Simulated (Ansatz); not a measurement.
**In2Au: a stretch of c alone**

An exercise on one series of results from a longer session: the logs are not shown, and one member is left open.

Method: DFT r2SCAN, scalar-relativistic, plane waves, PAW, in Ansatz 0.2.0.

2 further runs of the same task are left out: 2 set aside as unsound or not needed.

**The structure to begin with**

The structure is cubic, space group Fm-3m (No. 225). The conventional cell has a = 6.570 Å, b = 6.570 Å, c = 6.570 Å, α = 90.00°, β = 90.00°, γ = 90.00°. In (site symmetry -43m) is surrounded by 4 Au at 2.84 Å. Au (site symmetry m-3m) is surrounded by 8 In at 2.84 Å.

Coordinates:

```
CELL_PARAMETERS angstrom
3.28476 3.28476 0.00000
-3.28476 3.28476 0.00000
0.00000 0.00000 6.56952
ATOMIC_POSITIONS crystal
In 0.00000 0.50000 0.75000
In 0.50000 0.00000 0.75000
In 0.50000 0.00000 0.25000
In 0.00000 0.50000 0.25000
Au 0.00000 0.00000 0.00000
Au 0.50000 0.50000 0.50000
```

The unstrained cell was computed beforehand with the same settings: E(σ→0) = -48776.1983 eV for 6 atoms, gap none (metal).

The first run:

File input.yaml:

```yaml
crystal:
  lattice:
    - [3.2847601711, 3.2847601711, 0.0]
    - [-3.2847601711, 3.2847601711, 0.0]
    - [0.0, 0.0, 6.4381299354]
  atoms:
    - { symbol: In, position: [0.0, 0.5, 0.75] }
    - { symbol: In, position: [0.5, 0.0, 0.75] }
    - { symbol: In, position: [0.5, 0.0, 0.25] }
    - { symbol: In, position: [0.0, 0.5, 0.25] }
    - { symbol: Au, position: [0.0, 0.0, 0.0] }
    - { symbol: Au, position: [0.5, 0.5, 0.5] }
basis:
  ecutwfc: 500
kpoints:
  mp_grid: { grid: [8, 8, 6] }
hamiltonian:
  xc: r2scan
scf:
  occupations: { method: gaussian, width: 0.1 }
output:
  forces: true
  stress: true
  eigenvalues: true
```

On the command line:

```sh
> ansatz run input.yaml --threads 1 --pin off --max-ram 2560MiB --backend cpu --events-out ev --progress --plain --runs-dir out
```

Steps of the session up to this table: The cell strained by -2.0 %; At +2.0 %; The cell strained by -4.0 %; Strain +4.0 %; At -6.0 %; Strain +6.0 %.

One table of the session follows, with a row left open; its other results are not shown here.

Lengths are those of the vectors of the cell that was run; stresses in GPa:

```
strain (%)  ΔE (meV/atom)  c (Å)
      -6.0           32.3  6.175
      -4.0           13.8  6.307
      -2.0              ?      ?
      +0.0            0.0  6.570
      +2.0            3.7  6.701
      +4.0           13.2  6.832
      +6.0           26.5  6.964
```

Estimate the missing values for strain (%) = -2.0.

Worked estimate for «ΔE (meV/atom)». A straight line through the neighbours (-4.0, 13.8) and (0.0, 0.0) gives 13.8 + (0.0 − 13.8) × (-2.0 + 4.0) / (0.0 + 4.0) = 6.9; a parabola fitted to 4 rows on both sides gives 3.2.

The run gave: ΔE (meV/atom): 3.3; c (Å): 6.438. In «ΔE (meV/atom)» the line misses by +3.6 and the parabola by -0.1.

ΔE is over the unstrained cell. Stress in GPa, positive in compression, on the Cartesian axes of the input. 
